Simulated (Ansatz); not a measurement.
This script drives Ansatz 0.2.0, Python API.

Input file `ch4fssn.xyz`:
```text
8

C    -0.82240    0.70070    0.46540
S    -0.92010    0.27400   -1.30220
Sn    0.99950   -1.14470   -1.13520
F     2.63700   -0.06900   -0.58250
H    -1.70840    1.43150    0.64870
H    -0.97840   -0.14150    1.08870
H     0.11340    1.25920    0.68860
H     0.77150   -2.36740    0.07280
```

Script `tae_ch4fssn.py`:
```python
"""Energy to split CH4FSSn into its atoms."""

from collections import Counter
from dataclasses import dataclass

import ansatz as az


@dataclass
class Options:
    basis_set: str = "def2-SVPD"
    functional: str = "r2SCAN"


cfg = Options()


def total_energy(molecule, charge=0, unpaired=0):
    calc = molecule.calculation().basis(gaussian=cfg.basis_set).functional(cfg.functional)
    if charge:
        calc = calc.charge(charge)
    if unpaired:
        calc = calc.spin("collinear", total=unpaired)
    report = calc.run(threads=1).report
    if report["published_state_doubts"]:
        print("  doubts:", report["published_state_doubts"])
    return report["free_energy_ev"]

molecule = az.Crystal.molecule_from_extxyz("ch4fssn.xyz")

# unpaired electrons of the ground-state atoms
unpaired = {"C": 2, "S": 2, "Sn": 2, "F": 1, "H": 1}
counts = Counter(site.symbol for site in molecule.cartesian_sites)
atom_energy = {s: total_energy(az.Crystal.molecule().atom(s, (0, 0, 0)), 0, unpaired[s]) for s in counts}
whole = total_energy(molecule, 0, 1)
for s, e in atom_energy.items():
    print(f"{s:2s} x{counts[s]}  {e:14.5f} eV")
print(f"CH4FSSn: {whole:.5f} eV")
split = sum(counts[s] * e for s, e in atom_energy.items()) - whole
print(f"atomisation energy (no zero-point term): {split:.3f} eV, {split / sum(counts.values()):.3f} eV an atom")
```

It is started by `python tae_ch4fssn.py`. Estimate its wall time and peak memory on 1 thread of Arm Neoverse V1 (shared host).

It took about 24 s, with a peak of 0.32 GiB, for 6 runs of the engine.

```console
$ python tae_ch4fssn.py
C  x1     -1028.27148 eV
S  x1    -10828.88470 eV
Sn x1     -5832.11368 eV
F  x1     -2710.49451 eV
H  x4       -13.58417 eV
CH4FSSn: -20479.85412 eV
atomisation energy (no zero-point term): 25.753 eV, 3.219 eV an atom
```

25.753 eV from the electronic energies, without the zero-point term.

What to keep in mind:
- Total energies depend on the basis set; only differences at equal settings carry meaning.
- The geometry is a force-field or estimated start, not a minimum of this method, and the basis set is short of its limit. All parts are taken at fixed geometry, without zero-point energy.
- def2 sets replace the cores of elements past krypton by effective core potentials.
- The run takes the species as open-shell (spin multiplicity 2), which needn't be its ground state.
- The spin-orbit lowering of heavy atoms is left out.
